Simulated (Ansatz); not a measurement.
# FH₆NO₂Si₂: up Jacob's ladder to CCSD(T)

The task here is to estimate one member of a computed series from the others.

Method: functionals in def2-TZVPP, the program's frozen cores in correlated methods; program: Ansatz 0.2.0, Gaussian basis.

Plan: PBE-D4, r2SCAN-D4, PBE0-D4, B3LYP-D4, ωB97X-V, ωB97M-V, B2PLYP; CCSD(T)/def2-TZVPP; MP2/def2-QZVPP; extrapolation to the limit.

**The geometry**

All runs share one geometry, relaxed beforehand with PBE0-D4 in a triple-zeta def2 set.

SMILES `O[SiH2]N[SiH](O)F`, 12 atoms, charge 0, spin multiplicity 1.

Atoms are counted from 1 here; the program's logs count them from 0.

Bond lengths: O1–Si2 1.638 Å, O1–H7 0.962 Å, Si2–N3 1.732 Å, Si2–H8 1.489 Å, Si2–H9 1.482 Å, N3–Si4 1.703 Å, N3–H10 1.011 Å, Si4–O5 1.641 Å, Si4–F6 1.595 Å, Si4–H11 1.470 Å, O5–H12 0.960 Å. Angles: Si2–O1–H7 117.4°, O1–Si2–N3 107.3°, O1–Si2–H8 112.5°, O1–Si2–H9 106.5°, N3–Si2–H8 109.2°, N3–Si2–H9 112.5°, H8–Si2–H9 108.8°, Si2–N3–Si4 125.2°, Si2–N3–H10 118.3°, Si4–N3–H10 116.5°, N3–Si4–O5 111.0°, N3–Si4–F6 106.2°, N3–Si4–H11 115.9°, O5–Si4–F6 110.6°, O5–Si4–H11 104.8°, F6–Si4–H11 108.4°, Si4–O5–H12 117.2°.

Set-up of the first run:

in.yaml

```yaml
crystal:
  periodic: [false, false, false]
  atoms:
    - {symbol: O, position_ang: [-0.981921, -1.566847, -0.749664]}
    - {symbol: Si, position_ang: [-0.275226, -0.351538, -1.591092]}
    - {symbol: N, position_ang: [0.631208, 0.599122, -0.461749]}
    - {symbol: Si, position_ang: [0.736075, 0.300977, 1.212111]}
    - {symbol: O, position_ang: [-0.741831, -0.031376, 1.844148]}
    - {symbol: F, position_ang: [1.338714, 1.626577, 1.863870]}
    - {symbol: H, position_ang: [-1.376064, -1.346139, 0.099724]}
    - {symbol: H, position_ang: [-1.268654, 0.519271, -2.277766]}
    - {symbol: H, position_ang: [0.585632, -0.992239, -2.613271]}
    - {symbol: H, position_ang: [1.151918, 1.391231, -0.811824]}
    - {symbol: H, position_ang: [1.578298, -0.835842, 1.610853]}
    - {symbol: H, position_ang: [-1.378169, 0.686794, 1.874671]}
basis:
  gaussian: {orbitals: def2-TZVPP}
hamiltonian: {xc: pbe, dispersion: d4}
output: {forces: true, orbitals: {seedname: orbitals}}
```

The run is started by

```bash
$ ansatz run in.yaml --threads 2 --pin off --events-out ev --progress --plain --max-ram 20480MiB --backend cuda --devices 0, --max-vram 18GiB
```

Steps of the session up to this table: PBE-D4 (GGA); r2SCAN-D4 (meta-GGA); PBE0-D4 (hybrid); B3LYP-D4 (hybrid); ωB97X-V (range-separated); ωB97M-V (range-separated); B2PLYP (double hybrid); CCSD(T) in def2-TZVPP; MP2 in def2-QZVPP.

One of the session's tables, all rows but one given; the rest of the session is left out.

```
            method  atomisation energy (kJ/mol)
            PBE-D4                       4589.4
         r2SCAN-D4                       4557.3
           PBE0-D4                            ?
          B3LYP-D4                       4550.3
           ωB97X-V                       4587.0
           ωB97M-V                       4586.1
            B2PLYP                       4515.2
     HF/def2-TZVPP                       3263.1
    MP2/def2-TZVPP                       4553.7
   CCSD/def2-TZVPP                       4379.7
CCSD(T)/def2-TZVPP                       4444.8
           MP2/CBS                       4705.9
       CCSD(T)/CBS                       4597.0
```

Q: Estimate the row for PBE0-D4 from the others.

As computed: atomisation energy (kJ/mol): 4499.1. In the column «atomisation energy (kJ/mol)» it lies between CCSD(T)/def2-TZVPP (4444.8) and B2PLYP (4515.2).

To keep in mind: Free atoms (2 O, 2 Si, 1 N, 1 F, 6 H) were run apart at each level; the atomisation energy is their sum less the molecule, without zero-point or spin-orbit terms.
